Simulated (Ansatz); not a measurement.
# TaI3: properties of a relaxed candidate

Aim: for this structure of TaI3, see whether it has a gap, which orbitals make up the states near it and how charge is shared.

Method: DFT PBE, scalar-relativistic, plane waves, PAW, in Ansatz 0.2.0.

## 1. The starting structure

Symmetry: P4/mbm, No. 127, tetragonal system. The conventional cell has a = 7.640 Å, b = 7.640 Å, c = 5.577 Å, α = 90.00°, β = 90.00°, γ = 90.00°. Around Ta (site symmetry 4/m) lie 6 I at 2.79 to 2.82 Å. I (site symmetry m2m) has 2 Ta at 2.82 Å as nearest neighbours. Around I (site symmetry 4/m) lie 2 Ta at 2.79 Å.

Coordinates:

```
CELL_PARAMETERS angstrom
7.63959 0.00000 0.00000
0.00000 7.63959 0.00000
0.00000 0.00000 5.57663
ATOMIC_POSITIONS crystal
Ta 0.50000 0.50000 0.00000
Ta 0.00000 0.00000 0.00000
I 0.82399 0.32399 0.00000
I 0.67601 0.82399 0.00000
I 0.50000 0.50000 0.50000
I 0.17601 0.67601 0.00000
I 0.32399 0.17601 0.00000
I 0.00000 0.00000 0.50000
```

It is the end of an earlier relaxation with the same method, from a generated guess; it needn't be the stable form of this composition. At a tolerance of 0.05 Å it has space group P4/mbm (No. 127); it has 40.68 Å³/atom, an uncorrected energy of -0.00 eV/atom over the elements.

## 2. Bands, states and charges

File input.yaml:

```yaml
crystal:
  lattice:
    - [7.6395872546, 0.0, 0.0]
    - [0.0, 7.6395872546, 0.0]
    - [0.0, 0.0, 5.5766274209]
  atoms:
    - { symbol: Ta, position: [0.5, 0.5, 0.0] }
    - { symbol: Ta, position: [0.0, 0.0, 0.0] }
    - { symbol: I, position: [0.8239888298, 0.3239888298, 0.0] }
    - { symbol: I, position: [0.6760111702, 0.8239888298, 0.0] }
    - { symbol: I, position: [0.5, 0.5, 0.5] }
    - { symbol: I, position: [0.1760111702, 0.6760111702, 0.0] }
    - { symbol: I, position: [0.3239888298, 0.1760111702, 0.0] }
    - { symbol: I, position: [0.0, 0.0, 0.5] }
basis:
  ecutwfc: 420
kpoints:
  mp_grid: { grid: [6, 6, 8] }
  band_path:
    path:
      - [[0.0, 0.0, 0.0], [0.0, 0.5, 0.0], [0.5, 0.5, 0.0], [0.0, 0.0, 0.0], [0.0, 0.0, 0.5], [0.0, 0.5, 0.5], [0.5, 0.5, 0.5], [0.0, 0.0, 0.5]]
      - [[0.0, 0.5, 0.0], [0.0, 0.5, 0.5]]
      - [[0.5, 0.5, 0.0], [0.5, 0.5, 0.5]]
    npoints: 14
hamiltonian:
  xc: pbe
scf:
  occupations: { method: gaussian, width: 0.1 }
  n_extra_bands: 20
output:
  forces: true
  stress: true
  eigenvalues: true
  populations: true
  dos: { projected: true, de: 0.02, nscf_kmesh: { grid: [8, 8, 10] } }
  bader: true
```

The run is started by

```
$ ansatz run input.yaml --threads 1 --pin off --max-ram 2560MiB --backend cpu --events-out ev --progress --plain --runs-dir out
```

Q: Predict the outcome of this session. Wanted: gap; states at the Fermi level; Bader charges.

**Answer**, as computed:

| quantity | value |
| --- | --- |
| gap | none (metal) |
| states at the Fermi level | 10.99 per eV per cell |
| Bader charges | Ta +1.33, I -0.46 to -0.44 e |

**Reading.** There is no gap at this level. Of the projected weight within 0.25 eV of the Fermi level, the largest part is Ta 5d (79 %). Charge transfer between the atoms is strong (Bader charges up to 1.3 e). These runs have no spin-orbit coupling; with I, Ta it would split and shift bands.
